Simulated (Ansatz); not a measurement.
# C2H8S2Si: rotation by 120° about the C2–C3 bond, part 2 of 2

Aim: the minimum-energy path and barrier of the rotation by 120° about the C2–C3 bond. The ends are relaxed first, then joined by a nudged elastic band. SMILES of the start: [SiH3]CCSS.

Ansatz 0.2.0; RKS PBE/def2-SVP. Earlier steps stand in the parts before.

## Step 4: The band

crystal.atoms is end A as relaxed above, and neb.final_atoms is end B, turned to lie on A. With 9 inner images the band has 11 in all. The start path is listed, through a guess of the saddle.

input.yaml reads:

```yaml
crystal:
  periodic: [false, false, false]
  atoms:
    - { symbol: Si, position_ang: [-1.806366, -0.508912, 0.046194] }
    - { symbol: C, position_ang: [-0.221112, 0.148663, 0.883945] }
    - { symbol: C, position_ang: [1.088132, -0.460575, 0.386668] }
    - { symbol: S, position_ang: [1.333431, -0.400613, -1.44031] }
    - { symbol: S, position_ang: [1.233618, 1.638649, -1.879611] }
    - { symbol: H, position_ang: [-2.980336, -0.181468, 0.932751] }
    - { symbol: H, position_ang: [-2.050029, 0.114341, -1.298472] }
    - { symbol: H, position_ang: [-1.73208, -2.005622, -0.108889] }
    - { symbol: H, position_ang: [-0.308814, -0.018508, 1.980159] }
    - { symbol: H, position_ang: [-0.195076, 1.251378, 0.74234] }
    - { symbol: H, position_ang: [1.974977, -0.00712, 0.878038] }
    - { symbol: H, position_ang: [1.128812, -1.55558, 0.582098] }
    - { symbol: H, position_ang: [2.555344, 1.950366, -1.690111] }
basis:
  gaussian: { orbitals: def2-SVP }
hamiltonian:
  xc: pbe
neb:
  order_check: false
  images: 9
  f_tol: 0.03
  max_iterations: 60
  final_atoms:
    - { symbol: Si, position_ang: [-1.75564917, -0.77419365, 0.87090359] }
    - { symbol: C, position_ang: [-0.57747574, 0.31249605, -0.15706482] }
    - { symbol: C, position_ang: [0.66864747, -0.41425324, -0.65045545] }
    - { symbol: S, position_ang: [1.82154777, 0.61086433, -1.67181876] }
    - { symbol: S, position_ang: [2.39177203, 2.13276055, -0.36602699] }
    - { symbol: H, position_ang: [-2.95152734, 0.02990634, 1.30467085] }
    - { symbol: H, position_ang: [-2.23275092, -1.95242126, 0.06175246] }
    - { symbol: H, position_ang: [-1.05370932, -1.30005618, 2.09581136] }
    - { symbol: H, position_ang: [-0.27501462, 1.1758402, 0.47645528] }
    - { symbol: H, position_ang: [-1.14266458, 0.73418279, -1.01602926] }
    - { symbol: H, position_ang: [1.25129338, -0.85834003, 0.18408632] }
    - { symbol: H, position_ang: [0.41696673, -1.24339579, -1.34875022] }
    - { symbol: H, position_ang: [3.4590653, 1.5116089, 0.23126567] }
  initial_path:
    images:
      - { positions_ang: [[-1.806366, -0.508912, 0.046194], [-0.221112, 0.148663, 0.883945], [1.088132, -0.460575, 0.386668], [1.333431, -0.400613, -1.44031], [1.233618, 1.638649, -1.879611], [-2.980336, -0.181468, 0.932751], [-2.050029, 0.114341, -1.298472], [-1.73208, -2.005622, -0.108889], [-0.308814, -0.018508, 1.980159], [-0.195076, 1.251378, 0.74234], [1.974977, -0.00712, 0.878038], [1.128812, -1.55558, 0.582098], [2.555344, 1.950366, -1.690111]] }
      - { positions_ang: [[-1.82051029, -0.57549711, 0.15235831], [-0.26617235, 0.17210849, 0.76001679], [1.02384709, -0.45115354, 0.24514053], [1.39170254, -0.24185945, -1.4997164], [1.43991125, 1.74293686, -1.69899753], [-2.98184548, -0.1490516, 0.99778293], [-2.13485595, -0.17203588, -1.18215088], [-1.68972186, -1.99366809, 0.19224701], [-0.2776178, 0.12846589, 1.83773833], [-0.30201739, 1.23001945, 0.52874019], [1.88976636, -0.10914138, 0.80043647], [1.01608442, -1.53562962, 0.34767285], [2.73193047, 1.91950497, -1.46646861]] }
      - { positions_ang: [[-1.83465458, -0.64208221, 0.25852262], [-0.31123269, 0.19555397, 0.63608858], [0.95956218, -0.44173208, 0.10361307], [1.44997407, -0.08310589, -1.5591228], [1.6462045, 1.84722473, -1.51838407], [-2.98335497, -0.11663519, 1.06281486], [-2.21968289, -0.45841277, -1.06582975], [-1.64736372, -1.98171418, 0.49338303], [-0.24642159, 0.27543978, 1.69531767], [-0.40895879, 1.2086609, 0.31514038], [1.80455572, -0.21116277, 0.72283494], [0.90335683, -1.51567923, 0.11324769], [2.90851693, 1.88864395, -1.24282621]] }
      - { positions_ang: [[-1.84879887, -0.70866732, 0.36468692], [-0.35629304, 0.21899946, 0.51216037], [0.89527727, -0.43231063, -0.0379144], [1.50824561, 0.07564766, -1.6185292], [1.85249775, 1.95151259, -1.3377706], [-2.98486445, -0.08421879, 1.12784679], [-2.30450984, -0.74478965, -0.94950863], [-1.60500559, -1.96976027, 0.79451904], [-0.21522539, 0.42241368, 1.552897], [-0.51590018, 1.18730235, 0.10154057], [1.71934507, -0.31318415, 0.6452334], [0.79062925, -1.49572885, -0.12117746], [3.0851034, 1.85778292, -1.01918382]] }
      - { positions_ang: [[-1.86294316, -0.77525242, 0.47085123], [-0.40135339, 0.24244494, 0.38823216], [0.83099236, -0.42288917, -0.17944187], [1.56651715, 0.23440121, -1.6779356], [2.05879101, 2.05580046, -1.15715713], [-2.98637393, -0.05180238, 1.19287873], [-2.38933679, -1.03116654, -0.8331875], [-1.56264745, -1.95780637, 1.09565506], [-0.18402918, 0.56938757, 1.41047633], [-0.62284158, 1.1659438, -0.11205923], [1.63413443, -0.41520553, 0.56763187], [0.67790167, -1.47577847, -0.35560262], [3.26168986, 1.8269219, -0.79554143]] }
      - { positions_ang: [[-1.87708745, -0.84183753, 0.57701554], [-0.44641374, 0.26589043, 0.26430395], [0.76670745, -0.41346771, -0.32096934], [1.62478868, 0.39315477, -1.737342], [2.26508426, 2.16008832, -0.97654367], [-2.98788341, -0.01938598, 1.25791066], [-2.47416373, -1.31754342, -0.71686638], [-1.52028931, -1.94585246, 1.39679107], [-0.15283298, 0.71636146, 1.26805566], [-0.72978297, 1.14458525, -0.32565904], [1.54892379, -0.51722692, 0.49003034], [0.56517409, -1.45582808, -0.59002777], [3.43827633, 1.79606087, -0.57189903]] }
      - { positions_ang: [[-1.85279979, -0.82830875, 0.63579315], [-0.47262614, 0.27521155, 0.1800302], [0.74709545, -0.41362482, -0.38686656], [1.6641405, 0.43669668, -1.72423735], [2.29042181, 2.15462277, -0.85444033], [-2.9806122, -0.00952751, 1.2672627], [-2.42588117, -1.44451899, -0.56114261], [-1.42697331, -1.8166932, 1.53659513], [-0.17726931, 0.80825721, 1.10973559], [-0.81235929, 1.06250476, -0.46373309], [1.48939771, -0.58544954, 0.42884153], [0.53553262, -1.41334162, -0.74177226], [3.44243412, 1.73917048, -0.41126609]] }
      - { positions_ang: [[-1.82851214, -0.81477998, 0.69457076], [-0.49883854, 0.28453268, 0.09575644], [0.72748346, -0.41378192, -0.45276378], [1.70349232, 0.48023859, -1.7111327], [2.31575937, 2.14915721, -0.732337], [-2.97334098, 0.00033095, 1.27661473], [-2.37759861, -1.57149456, -0.40541884], [-1.33365732, -1.68753395, 1.67639919], [-0.20170563, 0.90015296, 0.95141551], [-0.89493561, 0.98042427, -0.60180713], [1.42987163, -0.65367216, 0.36765273], [0.50589114, -1.37085517, -0.89351675], [3.44659192, 1.68228008, -0.25063315]] }
      - { positions_ang: [[-1.80422448, -0.8012512, 0.75334837], [-0.52505094, 0.2938538, 0.01148269], [0.70787146, -0.41393903, -0.51866101], [1.74284414, 0.52378051, -1.69802806], [2.34109692, 2.14369166, -0.61023366], [-2.96606977, 0.01018941, 1.28596677], [-2.32931604, -1.69847013, -0.24969508], [-1.24034132, -1.55837469, 1.81620324], [-0.22614196, 0.99204871, 0.79309543], [-0.97751193, 0.89834378, -0.73988118], [1.37034554, -0.72189478, 0.30646393], [0.47624967, -1.32836871, -1.04526124], [3.45074971, 1.62538969, -0.09000021]] }
      - { positions_ang: [[-1.77993682, -0.78772243, 0.81212598], [-0.55126334, 0.30317492, -0.07279107], [0.68825947, -0.41409614, -0.58455823], [1.78219595, 0.56732242, -1.68492341], [2.36643448, 2.1382261, -0.48813033], [-2.95879855, 0.02004787, 1.29531881], [-2.28103348, -1.82544569, -0.09397131], [-1.14702532, -1.42921544, 1.9560073], [-0.25057829, 1.08394445, 0.63477535], [-1.06008826, 0.81626328, -0.87795522], [1.31081946, -0.79011741, 0.24527512], [0.4466082, -1.28588225, -1.19700573], [3.45490751, 1.5684993, 0.07063273]] }
      - { positions_ang: [[-1.75564917, -0.77419365, 0.87090359], [-0.57747574, 0.31249605, -0.15706482], [0.66864747, -0.41425324, -0.65045545], [1.82154777, 0.61086433, -1.67181876], [2.39177203, 2.13276055, -0.36602699], [-2.95152734, 0.02990634, 1.30467085], [-2.23275092, -1.95242126, 0.06175246], [-1.05370932, -1.30005618, 2.09581136], [-0.27501462, 1.1758402, 0.47645528], [-1.14266458, 0.73418279, -1.01602926], [1.25129338, -0.85834003, 0.18408632], [0.41696673, -1.24339579, -1.34875022], [3.4590653, 1.5116089, 0.23126567]] }
```

On the command line:

```console
> ansatz run input.yaml --threads 2 --pin off --max-ram 3072MiB --backend cpu --events-out ev --progress --plain --runs-dir out
```

Output:

```text
Warning: RAYON_NUM_THREADS=2 ignored (pool sized by the plan → 2); use --threads N
Engine: ansatz 0.2.0, aarch64-unknown-linux-gnu
Functional definition: PBE
  parameter kappa = 0.804
  parameter beta = 0.06672455060314922
  exchange = pbe_x(kappa = kappa, mu = beta*pi^2/3)
  correlation = pbe_c(beta = beta)
1386 factors; their error is unknown
mean field evaluation 1: about -31716.6349 eV, gradient 5.8e1 eV
mean field evaluation 2: about -31690.1438 eV, gradient 1.1e2 eV
mean field evaluation 4: about -31725.1921 eV, gradient 7.6e0 eV
mean field evaluation 8: about -31725.3686 eV, gradient 1.7e-1 eV
mean field evaluation 16: about -31725.2753 eV, gradient 6.0e-4 eV
mean field -31725.27527050 eV, -1165.8823620268 hartree, gradient 3.2e-5 eV, S^2 0.000000; 0 other end points of the search recorded, 0 dependent functions left out
the calculation of the forces begins
reference -31725.27530763 eV, -1165.8823633913 hartree; 33, 33 occupied and 89, 89 virtual orbitals, 1386 factors
1386 factors; their error is unknown
mean field evaluation 32: about -31725.2909 eV, gradient 4.8e-3 eV
```

## Step 5: The output, continued: band between the two ends

The log, continued (excerpt; [...] marks lines left out):

```text
mean field -31725.29087477 eV, -1165.8829354732 hartree, gradient 3.4e-5 eV, S^2 0.000000; 0 other end points of the search recorded, 0 dependent functions left out
[...]
reference -31725.29091239 eV, -1165.8829368559 hartree; 33, 33 occupied and 89, 89 virtual orbitals, 1386 factors
NEB end point (image 0): max|allowed force component| = 1.424e-2 eV/Å (the criterion of neb.relax_end_points is 1.000e-2)
NEB end point (image 10): max|allowed force component| = 1.215e-2 eV/Å (the criterion of neb.relax_end_points is 1.000e-2)
1386 factors; their error is unknown
mean field -31724.87467945 eV, -1165.8676405774 hartree, gradient 4.0e-5 eV, S^2 0.000000; 0 other end points of the search recorded, 0 dependent functions left out
[...]
reference -31724.87471613 eV, -1165.8676419254 hartree; 33, 33 occupied and 89, 89 virtual orbitals, 1386 factors
1386 factors; their error is unknown
[...]
Atom 4 at     2.105923     2.194140    -1.176488 Å, force     0.002841    -0.003545    -0.000625 eV/Å
Atom 5 at    -3.082031     0.004276     1.099500 Å, force    -0.000461     0.002329     0.003150 eV/Å
Atom 6 at    -2.320036    -1.216439    -0.885597 Å, force    -0.000341    -0.001045     0.000461 eV/Å
Atom 7 at    -1.720300    -2.016140     1.338648 Å, force    -0.000422    -0.000648    -0.001104 eV/Å
Atom 8 at    -0.119543     0.601431     1.480470 Å, force    -0.000286    -0.001110     0.000998 eV/Å
Atom 9 at    -0.588110     1.200488    -0.113364 Å, force    -0.000079    -0.001143    -0.000218 eV/Å
Atom 10 at     1.696043    -0.536309     0.532099 Å, force     0.000799     0.001790    -0.000717 eV/Å
Atom 11 at     0.621893    -1.486271    -0.514653 Å, force     0.000481     0.000457     0.001201 eV/Å
Atom 12 at     3.381962     1.893832    -0.771435 Å, force    -0.005300     0.002683    -0.001025 eV/Å
Dipole moment:     0.182825    -0.073847     0.310229 e Å
this run last wrote the band of iteration 9 to <dir>
```

Run time: 3.9 min. Hardware: 2 threads of Arm Neoverse V1, shared host; peak memory 0.17 GiB.

## Step 6: What the band shows

The 9 inner images lie between the fixed ends 0 and 10. Energy is taken from image 0, and the path length is the program's own coordinate along the band.

| image | path (Å) | energy (eV) | dihedral Si1–C2–C3–S4 (°) | band force (eV/Å) |
| --- | --- | --- | --- | --- |
| 0 | 0.000 | 0.0000 | 53 | - |
| 1 | 0.743 | 0.0103 | 62 | 0.017 |
| 2 | 1.485 | 0.0306 | 72 | 0.020 |
| 3 | 2.228 | 0.0672 | 84 | 0.027 |
| 4 | 2.971 | 0.1198 | 100 | 0.025 |
| 5* | 3.713 | 0.1472 | 116 | 0.005 |
| 6 | 4.362 | 0.1270 | 130 | 0.007 |
| 7 | 5.010 | 0.0793 | 143 | 0.016 |
| 8 | 5.658 | 0.0300 | 156 | 0.029 |
| 9 | 6.307 | -0.0040 | 168 | 0.029 |
| 10 | 6.955 | -0.0156 | 179 | - |

The star marks the climbing image.

image, energy (eV) and a bar:
```
        0      0.000 ###
        1      0.010 #####
        2      0.031 #########
        3      0.067 ###############
        4      0.120 #########################
        5      0.147 ##############################
        6      0.127 ##########################
        7      0.079 #################
        8      0.030 ########
        9     -0.004 ##
       10     -0.016
```

How the highest energy settled:

| iteration | highest image above image 0 (eV) | largest band force (eV/Å) |
| --- | --- | --- |
| 1 | 1.3366 | 3.535 |
| 2 | 0.2730 | 1.241 |
| 3 | 0.1810 | 0.434 |
| 4 | 0.1518 | 0.217 |
| 5 | 0.1494 | 0.129 |
| 6 | 0.1482 | 0.057 |
| 7 | 0.1476 | 0.051 |
| 8 | 0.1473 | 0.047 |
| 9 | 0.1472 | 0.029 |

Positions of all images (Å):

```xyz
13
image=0 dE=0.0000
Si   -1.806   -0.509    0.046
C    -0.221    0.149    0.884
C     1.088   -0.461    0.387
S     1.333   -0.401   -1.440
S     1.234    1.639   -1.880
H    -2.980   -0.181    0.933
H    -2.050    0.114   -1.298
H    -1.732   -2.006   -0.109
H    -0.309   -0.019    1.980
H    -0.195    1.251    0.742
H     1.975   -0.007    0.878
H     1.129   -1.556    0.582
H     2.555    1.950   -1.690
13
image=1 dE=0.0103
Si   -1.864   -0.577    0.122
C    -0.242    0.150    0.813
C     1.055   -0.457    0.279
S     1.332   -0.256   -1.533
S     1.421    1.816   -1.771
H    -3.012   -0.053    0.944
H    -2.105   -0.218   -1.316
H    -1.835   -2.079    0.248
H    -0.271    0.026    1.919
H    -0.238    1.248    0.632
H     1.947   -0.059    0.808
H     1.074   -1.564    0.397
H     2.760    1.989   -1.527
13
image=2 dE=0.0306
Si   -1.903   -0.634    0.202
C    -0.258    0.155    0.751
C     1.015   -0.455    0.162
S     1.305   -0.099   -1.624
S     1.584    1.970   -1.638
H    -3.043    0.067    0.893
H    -2.117   -0.564   -1.283
H    -1.914   -2.084    0.617
H    -0.222    0.071    1.861
H    -0.278    1.246    0.534
H     1.922   -0.134    0.717
H     1.001   -1.568    0.186
H     2.928    1.995   -1.363
13
image=3 dE=0.0672
Si   -1.932   -0.689    0.296
C    -0.284    0.188    0.667
C     0.961   -0.448    0.037
S     1.305    0.058   -1.703
S     1.773    2.081   -1.489
H    -3.076    0.085    0.895
H    -2.170   -0.858   -1.180
H    -1.900   -2.058    0.927
H    -0.176    0.192    1.775
H    -0.342    1.259    0.374
H     1.877   -0.240    0.627
H     0.883   -1.556   -0.046
H     3.101    1.951   -1.165
13
image=4 dE=0.1198
Si   -1.948   -0.739    0.398
C    -0.321    0.233    0.560
C     0.905   -0.445   -0.078
S     1.384    0.183   -1.743
S     1.958    2.149   -1.343
H    -3.090    0.042    0.990
H    -2.258   -1.060   -1.039
H    -1.818   -2.040    1.150
H    -0.145    0.385    1.647
H    -0.452    1.254    0.140
H     1.801   -0.378    0.573
H     0.749   -1.530   -0.279
H     3.256    1.913   -0.962
13
image=5 dE=0.1472
Si   -1.943   -0.780    0.506
C    -0.359    0.270    0.448
C     0.852   -0.448   -0.182
S     1.494    0.284   -1.746
S     2.106    2.194   -1.176
H    -3.082    0.004    1.099
H    -2.320   -1.216   -0.886
H    -1.720   -2.016    1.339
H    -0.120    0.601    1.480
H    -0.588    1.200   -0.113
H     1.696   -0.536    0.532
H     0.622   -1.486   -0.515
H     3.382    1.894   -0.771
13
image=6 dE=0.1270
Si   -1.925   -0.803    0.598
C    -0.394    0.295    0.335
C     0.813   -0.451   -0.263
S     1.604    0.341   -1.728
S     2.202    2.214   -1.036
H    -3.057   -0.006    1.186
H    -2.358   -1.355   -0.735
H    -1.621   -1.965    1.507
H    -0.117    0.792    1.287
H    -0.713    1.111   -0.349
H     1.590   -0.651    0.503
H     0.540   -1.442   -0.694
H     3.458    1.883   -0.597
13
image=7 dE=0.0793
Si   -1.895   -0.812    0.682
C    -0.433    0.311    0.208
C     0.775   -0.450   -0.350
S     1.697    0.395   -1.708
S     2.274    2.220   -0.883
H    -3.021    0.002    1.262
H    -2.386   -1.499   -0.566
H    -1.498   -1.873    1.673
H    -0.133    0.945    1.068
H    -0.829    1.007   -0.563
H     1.486   -0.737    0.452
H     0.483   -1.393   -0.867
H     3.500    1.850   -0.394
13
image=8 dE=0.0300
Si   -1.856   -0.808    0.755
C    -0.478    0.317    0.075
C     0.740   -0.444   -0.447
S     1.766    0.456   -1.694
S     2.327    2.210   -0.720
H    -2.979    0.021    1.319
H    -2.395   -1.647   -0.374
H    -1.351   -1.737    1.827
H    -0.169    1.056    0.844
H    -0.939    0.901   -0.750
H     1.394   -0.791    0.380
H     0.452   -1.347   -1.031
H     3.507    1.778   -0.171
13
image=9 dE=-0.0040
Si   -1.808   -0.794    0.818
C    -0.527    0.314   -0.052
C     0.707   -0.432   -0.549
S     1.806    0.528   -1.684
S     2.361    2.182   -0.544
H    -2.944    0.041    1.343
H    -2.359   -1.797   -0.162
H    -1.191   -1.550    1.965
H    -0.221    1.129    0.639
H    -1.044    0.806   -0.905
H     1.319   -0.825    0.290
H     0.438   -1.302   -1.190
H     3.484    1.664    0.049
13
image=10 dE=-0.0156
Si   -1.756   -0.774    0.871
C    -0.577    0.312   -0.157
C     0.669   -0.414   -0.650
S     1.822    0.611   -1.672
S     2.392    2.133   -0.366
H    -2.952    0.030    1.305
H    -2.233   -1.952    0.062
H    -1.054   -1.300    2.096
H    -0.275    1.176    0.476
H    -1.143    0.734   -1.016
H     1.251   -0.858    0.184
H     0.417   -1.243   -1.349
H     3.459    1.512    0.231
```

## Step 7: Vibrations at the top

The geometry is the highest inner image of the first converged band.

input.yaml reads:

```yaml
crystal:
  periodic: [false, false, false]
  atoms:
    - { symbol: Si, position_ang: [-1.943118, -0.780104, 0.505709] }
    - { symbol: C, position_ang: [-0.359011, 0.270143, 0.448476] }
    - { symbol: C, position_ang: [0.8524, -0.447663, -0.182233] }
    - { symbol: S, position_ang: [1.494428, 0.283615, -1.746333] }
    - { symbol: S, position_ang: [2.105923, 2.19414, -1.176488] }
    - { symbol: H, position_ang: [-3.082031, 0.004276, 1.0995] }
    - { symbol: H, position_ang: [-2.320036, -1.216439, -0.885597] }
    - { symbol: H, position_ang: [-1.7203, -2.01614, 1.338648] }
    - { symbol: H, position_ang: [-0.119543, 0.601431, 1.48047] }
    - { symbol: H, position_ang: [-0.58811, 1.200488, -0.113364] }
    - { symbol: H, position_ang: [1.696043, -0.536309, 0.532099] }
    - { symbol: H, position_ang: [0.621893, -1.486271, -0.514653] }
    - { symbol: H, position_ang: [3.381962, 1.893832, -0.771435] }
basis:
  gaussian: { orbitals: def2-SVP }
hamiltonian:
  xc: pbe
phonons: {}
```

On the command line:

```console
> ansatz run input.yaml --threads 2 --pin off --max-ram 3072MiB --backend cpu --events-out ev --progress --plain --runs-dir out
```

Output (excerpt; [...] marks lines left out):

```text
Warning: RAYON_NUM_THREADS=2 ignored (pool sized by the plan → 2); use --threads N
[...]
Functional definition: PBE
[...]
1386 factors; their error is unknown
[...]
mean field -31725.12802179 eV, -1165.8769507366 hartree, gradient 4.4e-5 eV, S^2 0.000000; 0 other end points of the search recorded, 0 dependent functions left out
[...]
reference -31725.12805930 eV, -1165.8769521152 hartree; 33, 33 occupied and 89, 89 virtual orbitals, 1386 factors
[...]
1386 factors; their error is unknown
mean field -31725.12793162 eV, -1165.8769474229 hartree, gradient 1.3e-6 eV, S^2 0.000000; 0 other end points of the search recorded, 0 dependent functions left out
[...]
reference -31725.12796914 eV, -1165.8769488017 hartree; 33, 33 occupied and 89, 89 virtual orbitals, 1386 factors
[...]
1386 factors; their error is unknown
mean field -31725.12794013 eV, -1165.8769477356 hartree, gradient 9.7e-7 eV, S^2 0.000000; 0 other end points of the search recorded, 0 dependent functions left out
[...]
WARN: phonons: modes at or below zero, which the zero-point energy, F, S and C_V leave out: 1, the lowest at -92.17 cm⁻¹. A minimum has none, and a first-order saddle one
[...]
Atom 5 at    -3.082031     0.004276     1.099500 Å, force    -0.000449     0.002326     0.003144 eV/Å
Atom 6 at    -2.320036    -1.216439    -0.885597 Å, force    -0.000457    -0.001108     0.000464 eV/Å
Atom 7 at    -1.720300    -2.016140     1.338648 Å, force    -0.000439    -0.000658    -0.001096 eV/Å
Atom 8 at    -0.119543     0.601431     1.480470 Å, force    -0.000357    -0.001155     0.001003 eV/Å
Atom 9 at    -0.588110     1.200488    -0.113364 Å, force    -0.000265    -0.001086    -0.000072 eV/Å
Atom 10 at     1.696043    -0.536309     0.532099 Å, force     0.000837     0.001921    -0.000728 eV/Å
Atom 11 at     0.621893    -1.486271    -0.514653 Å, force     0.000571     0.000450     0.001161 eV/Å
Atom 12 at     3.381962     1.893832    -0.771435 Å, force    -0.005278     0.002719    -0.001050 eV/Å
Dipole moment:     0.182821    -0.073842     0.310224 e Å
Vibrations: -92.17 58.67 130.55 163.96 220.80 299.59 358.11 450.44 473.14 574.43 643.55 674.75 791.19 835.12 855.60 887.41 910.21 917.26 1009.70 1099.22 1121.01 1193.99 1222.37 1367.98 1386.87 2156.31 2164.43 2171.34 2522.92 2954.81 2989.95 3028.92 3043.51 cm⁻¹, zero-point energy 2.397739 eV
```

Wall time 2 min (2 threads of Arm Neoverse V1, shared host); peak memory 0.16 GiB.

Of 33 modes, 1 is imaginary by more than 30 cm⁻¹ (92i cm⁻¹).

## Step 8: Results

The summary covers parts 1 to 2.

```
                    quantity                     value
                       end A  12 moves, 0.368 eV lower
                       end B   7 moves, 0.343 eV lower
            barrier forwards                   0.15 eV
           barrier backwards                   0.16 eV
second end relative to first                 -0.016 eV
               highest image    5 of 0 to 10, climbing
             band iterations                         9
  imaginary modes at the top                  92i cm⁻¹
```

**Reading.** The top lies 0.15 eV above the first end, or 6 kT at room temperature, which at an assumed attempt frequency of 10^13 s⁻¹ means a rate near 10^11 s⁻¹. The second end lies 0.016 eV below the first, so the way back costs 0.16 eV. The listed dihedral goes from 53° at end A through 116° at the highest image to 179° at end B. One imaginary mode, as a first-order saddle point has. These are electronic energies, with no zero-point or thermal terms.
